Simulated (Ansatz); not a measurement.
Ge, space group Cmmm: an all-electron equation of state, run with the Python package of Ansatz (0.2.0).

Script `eos_lapw.py`:
```python
# -*- coding: utf-8 -*-
"""E(V) of Ge on LAPW."""

import warnings

import ansatz as az
from ase.eos import EquationOfState
from ase.units import GPa
import numpy as np

VECTORS = np.array([
    [1.397149, -2.600516, 0.0],
    [1.397149, 2.600516, 0.0],
    [0.0, 0.0, 2.698231],
])
SITES = [
    ("Ge", (0.5, 0.5, 0.0)),
]


def on_lattice(cell):
    crystal = az.Crystal(lattice=az.Lattice.of(cell))
    for symbol, position in SITES:
        crystal = crystal.atom(symbol, position)
    return crystal

warnings.simplefilter("ignore", az.DeckWarning)

volumes, energies = [], []
for scale in np.linspace(0.92, 1.08, 5):
    cell = VECTORS * scale ** (1 / 3)
    setup = (
        on_lattice(cell).calculation()
        .functional(az.Functional.PBESOL)
        .occupations(az.OccupationsMethod.FERMI_DIRAC)
        .kpoints(12, 12, 11)
        .pseudopotentials("all_electron", lapw=True)
    )
    summary = setup.run().report
    volumes.append(abs(np.linalg.det(cell)) / len(SITES))
    energies.append(summary["free_energy_ev"] / len(SITES))
    print(f"{scale:.3f} {volumes[-1]:9.4f} A^3/atom {energies[-1]:16.5f} eV/atom  (estimated basis error {1000 * summary['lapw_basis_errors']['total_ev_per_atom']:.2f} meV/atom)")
v0, e0, bulk = EquationOfState(volumes, energies, eos="birchmurnaghan").fit()
print(f"V0 = {v0:.4f} A^3/atom, B0 = {bulk / GPa:.1f} GPa")
```

From its runs, with one value withheld:

| V (Å³/atom) | F less the lowest row shown (meV/atom) |
| --- | --- |
| 18.038 | 0.37 |
| 18.823 | 0.00 |
| 19.607 | 14.12 |
| 20.391 | ? |
| 21.176 | 73.95 |

What is the missing energy at 20.391 Å³ an atom?

A third-order Birch-Murnaghan fit, E = E0 + (9 V0 B0 / 16) [(t - 1)³ B' + (t - 1)² (6 - 4t)] with t = (V0/V)^(2/3), through the 4 rows shown gives V0 = 18.441 Å³, B0 = 78.0 GPa, B' = 4.74 and E0 = -1.85 meV. At V = 20.391 Å³, t = 0.93516, and the fit interpolates to 39.59 meV. The run gave 39.59 meV, a miss of 0.01 meV.

What to keep in mind:
- Shape and fractional positions are held along the curve, so the bulk modulus is an upper value where they are free to relax, by a factor of two or more in layered or hydrogen-bonded cells.
- For a metal this k-point mesh is coarse: on a finer one energies can move by several to tens of meV an atom and pressures by half a GPa or more, differences at one mesh by less.
- This isn't the structure that Ge takes at ambient conditions.
- It ran for 75 s on 1 thread of Arm Neoverse V1 (shared host), peak memory 0.5 GiB.
